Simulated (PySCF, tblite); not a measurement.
# C5H14BNO: geometry, infrared bands and NMR shifts

What infrared bands and NMR shifts should C5H14BNO (`CCCOCB(C)N`) show?

The runs use tblite 0.8.0 and PySCF 2.14.0, with density-fitted response routines of our own; the level of theory stands in each step. All values are computed, except where a source is named. Atoms count from 0, in the outputs and in this text.

## Step 1: Starting geometry

22 atoms, charge 0, multiplicity 1; geometry from: force field or distance geometry start.

Bonds of the start (Å): C0–C1 1.53, C1–C2 1.49, C2–O3 1.39, O3–C4 1.37, C4–B5 1.62, B5–C6 1.58, B5–N7 1.52, C0–H8 1.09, C0–H9 1.08, C0–H10 1.12, C1–H11 1.11, C1–H12 1.11, C2–H13 1.10, C2–H14 1.13, C4–H15 1.11, C4–H16 1.12, C6–H17 1.10, C6–H18 1.11, C6–H19 1.10, N7–H20 1.03, N7–H21 1.05.

## Step 2: Relaxing the molecule with GFN2-xTB

Job settings and geometry (Å):

```
{"job": {"kind": "relax", "xc": "GFN2-xTB", "basis": "xTB"}, "charge": 0, "multiplicity": 1}
C      3.477500    -0.228000     0.205600
C      1.999500    -0.439600     0.550000
C      1.343300     0.896200     0.427400
O     -0.015500     0.920400     0.711600
C     -0.662000     0.056400    -0.135500
B     -2.255800     0.044600     0.129400
C     -3.011400    -1.218600    -0.443600
N     -2.930400     1.401400    -0.008300
H      3.565300    -0.177100    -0.882000
H      4.116200    -0.986100     0.646200
H      3.713900     0.764800     0.678300
H      1.935800    -0.885300     1.566000
H      1.641000    -1.167200    -0.200600
H      1.923400     1.636200     1.006500
H      1.378600     1.146800    -0.677100
H     -0.331200    -1.003200    -0.063600
H     -0.558200     0.350900    -1.206300
H     -2.418400    -1.641700    -1.268300
H     -3.023200    -1.960900     0.386300
H     -4.021100    -0.977100    -0.798500
H     -3.653000     1.361100    -0.746400
H     -2.224600     2.125300    -0.278800
```

On the command line:

```bash
$ OMP_NUM_THREADS=1 python probes_run.py task.json out
```

This one command runs all jobs of the session in turn.

**Question.** This job is followed by: GFN2-xTB harmonic vibrations, gas phase; GIAO PBE0/pcSseg-1 NMR shielding, non-relativistic, gas phase. What will the session give for the following? strongest single infrared mode (GFN2-xTB); zero-point energy (GFN2-xTB); ¹³C shifts against TMS (PBE0/pcSseg-1); ¹H shifts against TMS (PBE0/pcSseg-1, means over atoms taken as alike); ¹⁷O shifts against H2O (PBE0/pcSseg-1); ¹¹B shifts against BF3·OEt2 (PBE0/pcSseg-1); ¹⁵N shifts against NH3 (PBE0/pcSseg-1); surface potential, 1st and 99th percentile.

As calculated:

| quantity | value |
| --- | --- |
| strongest single infrared mode (GFN2-xTB) | 648 cm⁻¹, 185 km/mol |
| zero-point energy (GFN2-xTB) | 120.1 kcal/mol |
| ¹³C shifts against TMS (PBE0/pcSseg-1) | 79.8, 68.1, 24.2, 11.6, 1.6 ppm |
| ¹H shifts against TMS (PBE0/pcSseg-1, means over atoms taken as alike) | 4.39, 3.56, 3.30, 1.65, 0.87, 0.20 ppm |
| ¹⁷O shifts against H2O (PBE0/pcSseg-1) | 30.8 ppm |
| ¹¹B shifts against BF3·OEt2 (PBE0/pcSseg-1) | 41.9 ppm |
| ¹⁵N shifts against NH3 (PBE0/pcSseg-1) | 107.7 ppm |
| surface potential, 1st and 99th percentile | -1.21 V and 1.33 V |

What this shows: The optimisation took 162 steps and gained 1.649 eV; among the close pairs (by a distance rule), B5–N7 changed most, from 1.521 to 1.377 Å. No mode is imaginary among the 60: a minimum at this level. The strongest single mode, at 648 cm⁻¹, moves mainly H21. Unscaled tight-binding wavenumbers are off by several per cent, some by more. Its intensities can rank the bands wrongly. At PBE0/pcSseg-1: The largest span, 148 ppm, is at N7, where the paramagnetic term is -158 ppm.
